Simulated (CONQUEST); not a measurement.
An input for CONQUEST 1.3 (HfB):

File Conquest_input:

```
IO.Title HfB
IO.Coordinates coords.dat
IO.FractionalAtomicCoords F
IO.Iprint 2
IO.Iprint_init 1
General.NumberOfSpecies 2
General.PseudopotentialType hamann
AtomMove.TypeOfRun static
AtomMove.FullStress T
Grid.GridCutoff 100
DM.SolutionMethod diagon
Diag.MPMesh T
Diag.GammaCentred T
Diag.MPMeshX 4
Diag.MPMeshY 4
Diag.MPMeshZ 3
Diag.kT 0.00099223
minE.SCTolerance 1e-6
SC.MaxIters 100
IO.AtomChargeOutput T
%block ChemicalSpeciesLabel
1 178.490 Hf
2 10.810 B
%endblock
```

The input coords.dat:

```
    6.1734202866     0.0000000000     0.0000000000
    0.0000000000     6.1734202866     0.0000000000
    0.0000000000     0.0000000000     8.7305346958
4
  0.0000000000   0.0000000000   0.5000000000 1 T T T
  0.5000000000   0.5000000000   0.0000000000 1 T T T
  0.0000000000   0.0000000000   0.0000000000 2 T T T
  0.5000000000   0.5000000000   0.5000000000 2 T T T
```

Potentials or basis: PseudoDojo NC PBEsol, DZP, grid cutoff 100 Ha.

Run with:

```console
$ Conquest
```

Does this run start?

The run stopped without a result. It printed:

Output:

```text
Simulation cell dimensions:     6.1734 a0 x     6.1734 a0 x     8.7305 a0

      Atomic coordinates (a0)
         Atom         X         Y         Z  Species
            1    0.0000    0.0000    0.5000        1
            2    0.5000    0.5000    0.0000        1
            3    0.0000    0.0000    0.0000        2
            4    0.5000    0.5000    0.5000        2

         Monkhorst-Pack mesh:   4 x   4 x   3 gamma-centred
[... 30 lines left out ...]

           radial cut-off to be used is taken to be max PAO cut-off radius for this species:    8.188383

           greatest ang. mom. for making density from PAOs:  2

           radial cut-off to be used is taken to be max PAO cut-off radius for this species:    6.814252

           greatest ang. mom. for making density from PAOs:  2
    Minimum blocs/proc is      640. Maximum blocs/proc is      640
  Error in process    1
  Atoms are too close to each other:         1         3

MPI_ABORT
```
